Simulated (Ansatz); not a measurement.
# C2H7NSi: small, medium and large basis sets

An exercise on one series of results from a longer session: the logs are not shown, and one member is left open.

Program: Ansatz 0.2.0, Gaussian basis. Level of theory: one geometry, several basis sets. These are calculated values, not measurements.

The runs, in order: PBE0-D4/def2-SVP; ωB97M-V/def2-SVP; PBE0-D4/def2-QZVPP; ωB97M-V/def2-QZVPP; the functionals' def2-TZVPP values are taken from earlier runs.

## Structure used throughout

All runs share one geometry, relaxed beforehand with PBE0-D4 in a triple-zeta def2 set.

11 atoms, charge 0, spin multiplicity 1.

Atoms are counted from 1 here; the program's logs count them from 0.

Bond lengths: C1–C2 1.521 Å, C1–H5 1.094 Å, C1–H6 1.094 Å, C1–H7 1.094 Å, C2–Si3 1.913 Å, C2–H8 1.100 Å, C2–H9 1.100 Å, Si3–N4 1.708 Å, N4–H10 1.008 Å, N4–H11 1.010 Å. Angles: C2–C1–H5 111.6°, C2–C1–H6 112.1°, C2–C1–H7 111.6°, H5–C1–H6 106.9°, H5–C1–H7 107.6°, H6–C1–H7 106.9°, C1–C2–Si3 120.9°, C1–C2–H8 110.6°, C1–C2–H9 110.6°, Si3–C2–H8 104.9°, Si3–C2–H9 104.9°, H8–C2–H9 103.5°, C2–Si3–N4 100.1°, Si3–N4–H10 121.5°, Si3–N4–H11 126.4°, H10–N4–H11 112.1°.

As a file:

```mol
C2H7NSi
  3D, bonds by distance, orders not assigned

 11 10  0  0  0  0  0  0  0  0999 V2000
   -0.4457    1.1272    0.0972 C   0  0
   -0.3650   -0.0720    1.0290 C   0  0
    0.4524   -1.7051    0.4590 Si  0  0
    0.9066   -1.2743   -1.1299 N   0  0
   -1.0108    0.8940   -0.8103 H   0  0
   -0.9396    1.9816    0.5681 H   0  0
    0.5485    1.4648   -0.2106 H   0  0
   -1.3686   -0.3627    1.3723 H   0  0
    0.1569    0.1960    1.9593 H   0  0
    1.3787   -1.9250   -1.7372 H   0  0
    0.7517   -0.3818   -1.5764 H   0  0
  1  2  8  0
  2  3  8  0
  3  4  8  0
  1  5  8  0
  1  6  8  0
  1  7  8  0
  2  8  8  0
  2  9  8  0
  4 10  8  0
  4 11  8  0
M  END
```

Set-up of the first run:

Input file in.yaml:

```yaml
crystal:
  periodic: [false, false, false]
  atoms:
    - {symbol: C, position_ang: [-0.445665, 1.127156, 0.097185]}
    - {symbol: C, position_ang: [-0.364982, -0.071978, 1.028955]}
    - {symbol: Si, position_ang: [0.452368, -1.705079, 0.458970]}
    - {symbol: N, position_ang: [0.906600, -1.274310, -1.129855]}
    - {symbol: H, position_ang: [-1.010778, 0.893965, -0.810262]}
    - {symbol: H, position_ang: [-0.939557, 1.981611, 0.568101]}
    - {symbol: H, position_ang: [0.548550, 1.464840, -0.210551]}
    - {symbol: H, position_ang: [-1.368635, -0.362668, 1.372340]}
    - {symbol: H, position_ang: [0.156941, 0.196017, 1.959288]}
    - {symbol: H, position_ang: [1.378720, -1.924974, -1.737215]}
    - {symbol: H, position_ang: [0.751736, -0.381778, -1.576359]}
basis:
  gaussian: {orbitals: def2-SVP}
hamiltonian: {xc: pbe0, dispersion: d4}
output: {orbitals: {seedname: orbitals}}
```

Steps of the session up to this table: PBE0-D4 in def2-SVP; ωB97M-V in def2-SVP; PBE0-D4 in def2-QZVPP; ωB97M-V in def2-QZVPP.

One table of the session follows, with a row left open; its other results are not shown here.

It belongs to the step «Density functionals: the series». 

| functional | basis | HOMO (eV) |
| --- | --- | --- |
| PBE0-D4 | def2-SVP | -5.83 |
| PBE0-D4 | def2-TZVPP | -5.92 |
| PBE0-D4 | def2-QZVPP | -5.97 |
| ωB97M-V | def2-SVP | ? |
| ωB97M-V | def2-TZVPP | -8.02 |
| ωB97M-V | def2-QZVPP | -8.06 |

Estimate the missing values for ωB97M-V, def2-SVP.

**Answer.** HOMO (eV): -7.90. In the column «HOMO (eV)» it lies between ωB97M-V, def2-TZVPP (-8.02) and PBE0-D4, def2-QZVPP (-5.97).
